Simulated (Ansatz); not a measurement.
**CH5GeN: vertical ionisation energy**

The task here is to estimate one member of a computed series from the others.

Computed with Ansatz 0.2.0, Gaussian basis. Level: unrestricted cation, the program's frozen cores in correlated methods.

Levels to be run: UKS PBE-D4/def2-TZVPP; UKS r2SCAN-D4/def2-TZVPP; UKS PBE0-D4/def2-TZVPP; UKS B3LYP-D4/def2-TZVPP; UKS wB97X-V/def2-TZVPP; UKS wB97M-V/def2-TZVPP; UKS B2PLYP/def2-TZVPP; UHF-CCSD(T)/def2-TZVPP; UHF-CCSD(T)/def2-QZVPP; extrapolation to the limit; then −ε(HOMO) from the neutral's earlier runs with LDA (SPW92), PBE-D4, revPBE-D4, BLYP-D4, r2SCAN-D4, B97M-V, PBE0-D4, B3LYP-D4, r2SCANh-D4, r2SCAN0-D4, HSE06-D4, BHLYP-D4, CAM-B3LYP-D4, LC-ωPBE, ωB97X-V, ωB97M-V.

## The relaxed structure

All runs share one geometry, relaxed beforehand with PBE0-D4 in a triple-zeta def2 set.

SMILES `[CH3][Ge][NH2]`, 8 atoms, charge 0, spin multiplicity 1.

Atoms are counted from 1 here; the program's logs count them from 0.

Bond lengths: C1–Ge2 2.001 Å, C1–H4 1.094 Å, C1–H5 1.091 Å, C1–H6 1.095 Å, Ge2–N3 1.819 Å, N3–H7 1.007 Å, N3–H8 1.009 Å. Angles: Ge2–C1–H4 110.8°, Ge2–C1–H5 111.6°, Ge2–C1–H6 109.4°, H4–C1–H5 108.7°, H4–C1–H6 108.0°, H5–C1–H6 108.2°, C1–Ge2–N3 95.4°, Ge2–N3–H7 122.0°, Ge2–N3–H8 125.6°, H7–N3–H8 112.4°.

Set-up of the first run:

The input, in.yaml:

```yaml
crystal:
  periodic: [false, false, false]
  atoms:
    - {symbol: C, position_ang: [-0.661940, 0.861261, -0.597065]}
    - {symbol: Ge, position_ang: [1.191717, 0.622041, 0.118912]}
    - {symbol: N, position_ang: [0.922452, -1.068831, 0.733725]}
    - {symbol: H, position_ang: [-0.935736, 0.030513, -1.254252]}
    - {symbol: H, position_ang: [-0.759870, 1.794686, -1.153359]}
    - {symbol: H, position_ang: [-1.373346, 0.882748, 0.235157]}
    - {symbol: H, position_ang: [1.646563, -1.587998, 1.203184]}
    - {symbol: H, position_ang: [0.062460, -1.591520, 0.657898]}
basis:
  gaussian: {orbitals: def2-TZVPP}
total_charge: 1
magnetization: {spin_polarized: true, initial_magnetization: 1}
hamiltonian: {xc: pbe, dispersion: d4}
```

Command:

```console
> ansatz run in.yaml --threads 2 --pin off --events-out ev --progress --plain --max-ram 20480MiB --backend cpu
```

Among the steps run: Cation, UKS PBE-D4/def2-TZVPP; Cation, UKS r2SCAN-D4/def2-TZVPP; Cation, UKS PBE0-D4/def2-TZVPP; Cation, UKS B3LYP-D4/def2-TZVPP; Cation, UKS wB97X-V/def2-TZVPP; Cation, UKS wB97M-V/def2-TZVPP; Cation, UKS B2PLYP (frozen core)/def2-TZVPP; Cation, UHF-CCSD(T)/def2-TZVPP; Cation, UHF-CCSD(T)/def2-QZVPP.

One of the session's tables, all rows but one given; the rest of the session is left out.

Orbital estimates, from the neutral's runs:

| functional | −ε(HOMO) (eV) |
| --- | --- |
| LDA (SPW92) | 5.31 |
| PBE-D4 | 5.17 |
| revPBE-D4 | 5.12 |
| BLYP-D4 | 5.06 |
| r2SCAN-D4 | 5.41 |
| B97M-V | 5.41 |
| PBE0-D4 | 6.23 |
| B3LYP-D4 | 6.06 |
| r2SCANh-D4 | 5.80 |
| r2SCAN0-D4 | 6.39 |
| HSE06-D4 | 5.83 |
| BHLYP-D4 | 7.18 |
| CAM-B3LYP-D4 | 7.52 |
| LC-ωPBE | ? |
| ωB97X-V | 8.46 |
| ωB97M-V | 8.36 |

Estimate the missing values for LC-ωPBE.

**Answer.** −ε(HOMO) (eV): 8.79. In the column «−ε(HOMO) (eV)» it is the highest.

To keep in mind: The cation may have settled in a state other than its lowest; no search over hole states beyond the program's own was made.
